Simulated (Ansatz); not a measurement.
# CuF (P4/mmm) in Ansatz: convergence with scf convergence dr2 threshold

Aim: find how far scf convergence dr2 threshold must go before the results for CuF settle, at PBE. This setting moves, with any that are tied to it; all else stays.

All numbers are computed with Ansatz 0.2.0; they aren't measurements. Logs are shortened: lines on timing, memory, paths and dates and some standing lists are left out, and cuts for length are marked.

## (1) Starting point

It takes space group P4/mmm (No. 123, tetragonal). Conventional cell: a = 2.471 Å, b = 2.471 Å, c = 3.417 Å, α = 90.00°, β = 90.00°, γ = 90.00°. Cu (site symmetry 4/mmm) is surrounded by 8 F at 2.44 Å and 4 Cu at 2.47 Å. F (site symmetry 4/mmm) is surrounded by 8 Cu at 2.44 Å and 4 F at 2.47 Å.

The cell was built by a generator and needn't be a form met in nature.

## (2) With scf convergence dr2 threshold 0.01

Contents of input.yaml:

```yaml
crystal:
  lattice:
    - [2.47100655, 0.0, 0.0]
    - [0.0, 2.47100655, 0.0]
    - [0.0, 0.0, 3.41650139]
  atoms:
    - { symbol: Cu, position: [0.0, 0.0, 0.0] }
    - { symbol: F, position: [0.5, 0.5, 0.5] }
hamiltonian:
  xc: pbe
  pseudopotentials: { kind: nc }
kpoints:
  mp_grid: { grid: [9, 9, 7] }
scf:
  occupations: { method: gaussian, width: 0.05 }
  convergence: { dr2_threshold: 0.01 }
output:
  forces: true
  stress: true
  eigenvalues: true
```

Potentials or basis: Ansatz NC.

Launch:

```sh
ansatz run input.yaml --threads 2 --pin off --max-ram 5632MiB --backend cpu --events-out ev --progress --plain --runs-dir out
```

Run time: 3.3 s. Hardware: 2 threads of Arm Neoverse V1, shared host; peak memory 0.31 GiB.

What came out:

| Quantity | Value |
| --- | --- |
| Free energy | -5845.6495 eV |
| Pressure | 4.3 GPa |
| Band gap on the k mesh | none (metal or under the smearing width) |

## (3) With scf convergence dr2 threshold 0.001

input.yaml, as its differences from that of step 2:

```diff
@@ -15,3 +15,3 @@
   occupations: { method: gaussian, width: 0.05 }
-  convergence: { dr2_threshold: 0.01 }
+  convergence: { dr2_threshold: 0.001 }
 output:
```

Potentials or basis: Ansatz NC.

Launch:

```sh
ansatz run input.yaml --threads 2 --pin off --max-ram 5632MiB --backend cpu --events-out ev --progress --plain --runs-dir out
```

Wall time 3.2 s (2 threads of Arm Neoverse V1, shared host); peak memory 0.31 GiB.

Results:

* Free energy: -5845.6496 eV
* Pressure: 4.3 GPa
* Band gap on the k mesh: none (metal or under the smearing width)

## (4) With scf convergence dr2 threshold 0.0001

input.yaml, as its differences from that of step 3:

```diff
@@ -15,3 +15,3 @@
   occupations: { method: gaussian, width: 0.05 }
-  convergence: { dr2_threshold: 0.001 }
+  convergence: { dr2_threshold: 0.0001 }
 output:
```

Launch:

```sh
ansatz run input.yaml --threads 2 --pin off --max-ram 5632MiB --backend cpu --events-out ev --progress --plain --runs-dir out
```

Wall time 3.3 s (2 threads of Arm Neoverse V1, shared host); peak memory 0.31 GiB.

Results:

```
Free energy            : -5845.6496 eV
Pressure               : 4.3 GPa
Band gap on the k mesh : none (metal or under the smearing width)
```

## (5) With scf convergence dr2 threshold 1e-05

input.yaml, as its differences from that of step 4:

```diff
@@ -15,3 +15,3 @@
   occupations: { method: gaussian, width: 0.05 }
-  convergence: { dr2_threshold: 0.0001 }
+  convergence: { dr2_threshold: 1.0e-05 }
 output:
```

Launch:

```sh
ansatz run input.yaml --threads 2 --pin off --max-ram 5632MiB --backend cpu --events-out ev --progress --plain --runs-dir out
```

It took 3.3 s on 2 threads of Arm Neoverse V1, shared host; peak memory 0.31 GiB.

What came out:

```
Free energy            : -5845.6496 eV
Pressure               : 4.3 GPa
Band gap on the k mesh : none (metal or under the smearing width)
```

## (6) With scf convergence dr2 threshold 1e-06

input.yaml, as its differences from that of step 5:

```diff
@@ -15,3 +15,3 @@
   occupations: { method: gaussian, width: 0.05 }
-  convergence: { dr2_threshold: 1.0e-05 }
+  convergence: { dr2_threshold: 1.0e-06 }
 output:
```

Potentials or basis: Ansatz NC.

Launch:

```sh
ansatz run input.yaml --threads 2 --pin off --max-ram 5632MiB --backend cpu --events-out ev --progress --plain --runs-dir out
```

It took 3.4 s on 2 threads of Arm Neoverse V1, shared host; peak memory 0.31 GiB.

Results (log left out):

```
Free energy            : -5845.6496 eV
Pressure               : 4.3 GPa
Band gap on the k mesh : none (metal or under the smearing width)
```

## (7) With scf convergence dr2 threshold 1e-07

input.yaml, as its differences from that of step 6:

```diff
@@ -15,3 +15,3 @@
   occupations: { method: gaussian, width: 0.05 }
-  convergence: { dr2_threshold: 1.0e-06 }
+  convergence: { dr2_threshold: 1.0e-07 }
 output:
```

Launch:

```sh
ansatz run input.yaml --threads 2 --pin off --max-ram 5632MiB --backend cpu --events-out ev --progress --plain --runs-dir out
```

It took 3.3 s on 2 threads of Arm Neoverse V1, shared host; peak memory 0.31 GiB.

Results (log left out):

* Free energy: -5845.6496 eV
* Pressure: 4.3 GPa
* Band gap on the k mesh: none (metal or under the smearing width)

## (8) With scf convergence dr2 threshold 1e-09

input.yaml, as its differences from that of step 7:

```diff
@@ -15,3 +15,3 @@
   occupations: { method: gaussian, width: 0.05 }
-  convergence: { dr2_threshold: 1.0e-07 }
+  convergence: { dr2_threshold: 1.0e-09 }
 output:
```

Launch:

```sh
ansatz run input.yaml --threads 2 --pin off --max-ram 5632MiB --backend cpu --events-out ev --progress --plain --runs-dir out
```

Run time: 3.5 s. Hardware: 2 threads of Arm Neoverse V1, shared host; peak memory 0.31 GiB.

Results (log left out):

- Free energy: -5845.6496 eV
- Pressure: 4.3 GPa
- Band gap on the k mesh: none (metal or under the smearing width)

## (9) With scf convergence dr2 threshold 1e-11

input.yaml, as its differences from that of step 8:

```diff
@@ -15,3 +15,3 @@
   occupations: { method: gaussian, width: 0.05 }
-  convergence: { dr2_threshold: 1.0e-09 }
+  convergence: { dr2_threshold: 1.0e-11 }
 output:
```

Potentials or basis: Ansatz NC.

Launch:

```sh
ansatz run input.yaml --threads 2 --pin off --max-ram 5632MiB --backend cpu --events-out ev --progress --plain --runs-dir out
```

The log of the run:

```text
Warning: RAYON_NUM_THREADS=2 ignored (pool sized by the plan → 2); use --threads N
Engine: ansatz 0.2.0, aarch64-unknown-linux-gnu
Pseudopotentials: kind: nc
Pseudopotential: Cu, nc, valence charge 19, recommended cutoff 1251.723767 eV (normal), Cu.nc.azcp
Pseudopotential: F, nc, valence charge 7, recommended cutoff 1320 eV (normal), F.nc.azcp
Functional definition: PBE
  parameter kappa = 0.804
  parameter beta = 0.06672455060314922
  exchange = pbe_x(kappa = kappa, mu = beta*pi^2/3)
  correlation = pbe_c(beta = beta)
Crystal: 2 atoms, lattice volume = 20.861 Å³
Basis set: ecut = 1320 eV, 2309 PW (Γ), exchange–correlation on 60×60×90 points (8 copies of the dense FFT grid, shifted against one another)
Bands: 17, of which v1, the nominal top of the filled ones, is band 13 counted from 1 (12 counted from 0)
Symmetry: 16 space group operations
Space group: P4/mmm (ITA 123), of the structure as read, at distance tolerance 2.8e-5 Å
k-points: 60 of 567
Non-local potential: Cu, projectors of the file, l = 0: 2, l = 1: 2, l = 2: 2, l = 3: 1
Non-local potential: F, projectors of the file, l = 0: 2, l = 1: 2, l = 2: 1
Initial density: superposition of atomic densities (chi_scale 0.1, normalization cell, long waves kept (reshape's long-wave potential 0.05 eV rms))
Initial wavefunctions: pseudopotential atomic-orbital guess
Functional: x = pbe(κ = 0.804, μ = 0.2195149727645171), c = pbe(β = 0.06672455060314922)
SCF iter   1: F=—  HF=-5851.480382 eV  |F-HF|=—  |Δ(HF+E_count)|=         —  Δρ=3.88e-1  dr2=2.72e1  ethr=3.10e-3  ⟨swp⟩=5.8  Hψ=5036  notcnv=0
preconditioner: auto → none  [metal: Δε(μ)=0.041 eV  Ē_g=15.474 eV  σ=0.050 eV  W_gap=0.38  n_scr=6 (ndim 8)  ℏωp=34.5 eV  f_vac=0.000  D(μ)=1.31/eV (n_scr^D=14)  sad-step TF]
SCF iter   2: F=—  HF=-5846.024466 eV  |F-HF|=—  |Δ(HF+E_count)|=    5.46e0  Δρ=9.92e-2  dr2=8.40e-1  ethr=3.10e-3  ⟨swp⟩=3.9  Hψ=2870  notcnv=0
SCF iter   3: F=—  HF=-5845.698115 eV  |F-HF|=—  |Δ(HF+E_count)|=   3.26e-1  Δρ=4.76e-2  dr2=1.45e-1  ethr=3.10e-3  ⟨swp⟩=2.1  Hψ=2143  notcnv=0
SCF iter   4: F=—  HF=-5845.659050 eV  |F-HF|=—  |Δ(HF+E_count)|=   3.91e-2  Δρ=1.68e-2  dr2=3.34e-2  ethr=5.57e-4  ⟨swp⟩=3.0  Hψ=2503  notcnv=0
SCF iter   5: F=—  HF=-5845.649662 eV  |F-HF|=—  |Δ(HF+E_count)|=   9.39e-3  Δρ=3.16e-3  dr2=3.96e-4  ethr=1.29e-4  ⟨swp⟩=2.1  Hψ=1734  notcnv=0
SCF iter   6: F=—  HF=-5845.649609 eV  |F-HF|=—  |Δ(HF+E_count)|=   5.29e-5  Δρ=9.44e-4  dr2=3.07e-5  ethr=1.52e-6  ⟨swp⟩=3.0  Hψ=1868  notcnv=0
SCF iter   7: F=—  HF=-5845.649606 eV  |F-HF|=—  |Δ(HF+E_count)|=   2.89e-6  Δρ=1.03e-4  dr2=3.47e-7  ethr=1.18e-7  ⟨swp⟩=2.6  Hψ=1630  notcnv=0
SCF iter   8: F=—  HF=-5845.649600 eV  |F-HF|=—  |Δ(HF+E_count)|=   6.07e-6  Δρ=1.03e-5  dr2=5.90e-9  ethr=1.34e-9  ⟨swp⟩=2.8  Hψ=1892  notcnv=0
SCF iter   9: F=—  HF=-5845.649600 eV  |F-HF|=—  |Δ(HF+E_count)|=  5.16e-10  Δρ=1.05e-6  dr2=4.79e-11  ethr=2.27e-11  ⟨swp⟩=2.1  Hψ=1366  notcnv=0
SCF iter  10: F=-5845.649600 eV  HF=-5845.649600 eV  |F-HF|=7.28e-12  |Δ(HF+E_count)|=  9.64e-11  Δρ=1.81e-7  dr2=3.31e-12  ethr=1.00e-12  ⟨swp⟩=6.0  Hψ=4699  notcnv=0
SCF 1 converged in 10 iterations: F = -5845.649600 eV  dr2 = 3.31e-12
SCF converged after 10 iterations
Free energy (F): -5845.649600 eV
Harris-Foulkes:  -5845.649600 eV  (|F-HF|=7.28e-12)
Internal energy: -5845.648523 eV  (E = F + TS)
E sigma→0 (E₀):  -5845.649062 eV
Entropy (-TS):   -0.001076 eV (-0.538 meV/atom)
Fermi energy:    11.105644 eV
--- Per-component energies (eV) ---
  E_band       = -427.385245
  E_kinetic    = 2860.428736
  E_local      = -5231.067646  (includes V_loc(G=0)·N_el)
  E_nonlocal   = -1012.143782
  E_hartree    = 1892.736175
  E_xc         = -795.554121
  E_vxc        = -830.074849  (∫ρ·V_xc dr)
  E_ewald      = -3560.047885
  E_smearing   = -0.001076  (= −TS)
  E_closure    = 0.000000  (closes the sum)
  Σ components = -5845.649600   (vs F -5845.649600, Δ=0.00e0)
--- Forces (eV/Å), atoms counted from 1 ---
  atom   1  Cu    -0.00000000    -0.00000000     0.00000000
  atom   2  F      0.00000000    -0.00000000     0.00000000
  max |Σ_I F_I| component: 4.10e-29 eV/Å
--- Stress (GPa, compression-positive) ---
       12.157593       0.000000       0.000000
        0.000000      12.157593       0.000000
        0.000000       0.000000     -11.349696
  P = ⅓ Tr σ = 4.3218 GPa (43.218 kbar)
--- Band table (eV; the first three rows and the last of 60) ---
  k-point 0: bands = ["-99.8487", "-57.2495", "-57.2495", "-57.1571", "-12.2012", "5.9777", "7.4330", "8.4841", "8.4841", "8.4997", "10.2615", "10.4992", "10.4992", "10.7448", "22.9015", "24.9494", "30.6599"]
  k-point 1: bands = ["-99.8487", "-57.2495", "-57.2495", "-57.1574", "-12.1769", "5.0721", "8.2772", "8.4271", "8.4271", "8.5058", "10.5773", "10.5773", "10.6501", "10.7454", "21.2585", "26.6558", "30.7842"]
  k-point 2: bands = ["-99.8487", "-57.2494", "-57.2494", "-57.1579", "-12.1215", "4.0084", "8.3115", "8.3115", "8.5196", "9.0012", "10.7407", "10.7407", "10.7467", "11.9196", "19.0110", "29.1705", "31.0307"]
  k-point 59: bands = ["-99.8337", "-57.3247", "-57.3246", "-57.1435", "-10.9090", "5.6906", "5.7120", "5.8524", "10.0966", "10.4513", "10.4995", "10.5315", "11.0639", "17.5021", "18.5054", "20.7501", "24.6716"]
```

It took 3.7 s on 2 threads of Arm Neoverse V1, shared host; peak memory 0.31 GiB.

What came out:

* Free energy: -5845.6496 eV
* Pressure: 4.3 GPa
* Band gap on the k mesh: none (metal or under the smearing width)

## (10) Result

```tsv
scf convergence dr2 threshold	energy less the tightest run, at zero smearing (meV/atom)	pressure (GPa)	SCF cycles	CPU time (s)	peak memory (GiB)
0.01	0.04	4.34	5	6.5	0.31
0.001	0.01	4.29	6	6.2	0.31
0.0001	0.01	4.29	6	6.5	0.31
1e-05	0.00	4.32	7	6.5	0.31
1e-06	0.00	4.32	7	6.7	0.31
1e-07	0.00	4.32	8	6.4	0.31
1e-09	0.00	4.32	9	6.7	0.31
1e-11	0.00	4.32	10	7.1	0.31
```

Against the tightest run, the energy stays within 1 meV/atom from 0.01 on; the pressure stays within 0.1 GPa from 0.01 on. The tightest run that finished is the yardstick and may itself not be fully converged.

Caveats: the run has no spin polarisation, though such a crystal can be magnetic; semilocal functionals often make such compounds metallic where correlation or magnetic order opens a gap, which also shifts bond lengths.
